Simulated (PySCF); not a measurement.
# ZrFOH: singlet, from a bent start

Where does singlet ZrFOH go from a bent start, is the end point a minimum, and what are its modes, charges and moments?

Method: PBE0, basis Zr def2-TZVP with ECP28, F def2-TZVP, O def2-TZVP, H def2-TZVP, scalar-relativistic core potentials, no spin–orbit coupling, density fitting; program: PySCF 2.14.0.

## Step 1: The system as given

4 atoms, charge 0, spin multiplicity 1.

Bond lengths: Zr1–F2 2.180 Å, Zr1–O3 2.170 Å, O3–H4 0.960 Å. Angles: F2–Zr1–O3 110.0°, Zr1–O3–H4 130.0°.

```xyz
4
charge 0 multiplicity 1
Zr    0.0000    0.0000    0.0000
F     1.7858    0.0000    1.2504
O    -1.7776    0.0000    1.2447
H    -2.2830    0.7354    1.5986
```

## Step 2: First SCF at the start

The steps below are one call of a driver around PySCF. For each, scf.py gives the equivalent set-up of the SCF; relaxations use the driver's own optimiser. After this first run the driver tries any further starts and a stability analysis.

File scf.py:

```python
from pyscf import gto, scf, dft
mol = gto.M(atom='''
Zr     0.000000     0.000000     0.000000
F      1.785800     0.000000     1.250400
O     -1.777600     0.000000     1.244700
H     -2.283000     0.735400     1.598600''',
    basis={'Zr': 'def2-TZVP', 'F': 'def2-TZVP', 'O': 'def2-TZVP', 'H': 'def2-TZVP'},
    ecp={'Zr': 'def2-TZVP'},
    charge=0, spin=0)
mf = dft.RKS(mol, xc='PBE0')
mf.grids.atom_grid = (50, 194)
aux = {'Zr': 'def2-universal-JKFIT', 'F': 'def2-universal-JKFIT', 'O': 'def2-universal-JKFIT', 'H': 'def2-universal-JKFIT'}
mf = mf.density_fit(auxbasis=aux)
mf.conv_tol = 1e-08
mf.diis_space = 10
mf.max_cycle = 60
mf.init_guess = 'minao'
mf.verbose = 4
mf.kernel()
```

Launch:

```sh
$ OMP_NUM_THREADS=4 python axn.py task.json out
```

Further steps of the session: Bent start, singlet: relaxation; Frequencies; The broken-symmetry singlet; Vibrations and properties at this point.

What does the calculation give? Wanted: minimum; geometry; wavenumbers; dipole moment; highest occupied, lowest empty level; polar-tensor charge of Zr1; zero-point energy; atomisation energy; ⟨S²⟩.

**Answer**, as computed:

```
                                          quantity                                                                  value
                                           minimum                                           broken-symmetry (Ms = 0), Cs
                                          geometry  O–H 0.955 Å, Zr–F 1.907 Å, Zr–O 1.903 Å; F–Zr–O 130.9°, H–O–Zr 155.2°
                                wavenumbers (cm⁻¹)                                          103, 387, 420, 642, 715, 3973
                                     dipole moment                                                                 1.91 D
highest occupied, lowest empty level (either spin)                                                        -5.02, -1.92 eV
                        polar-tensor charge of Zr1                                                                +1.02 e
                                 zero-point energy                                                            37.3 kJ/mol
                               entropy at 298.15 K                                                        294.3 J/(mol K)
         atomisation energy (no zero-point energy)                                                            1583 kJ/mol
                                              ⟨S²⟩                                                                  0.863
```

In words: The bent start (C1) ends in a minimum of Cs symmetry. The determinant is spin-contaminated (⟨S²⟩ = 0.86 against 0.00), so it is no pure spin state. In the infrared the band at 3973 cm⁻¹ leads. The first SCF alone would have been 80 kJ/mol too high. Other starts or spin states, not run here, may lie lower. The SCF density has lower symmetry than the nuclear frame.
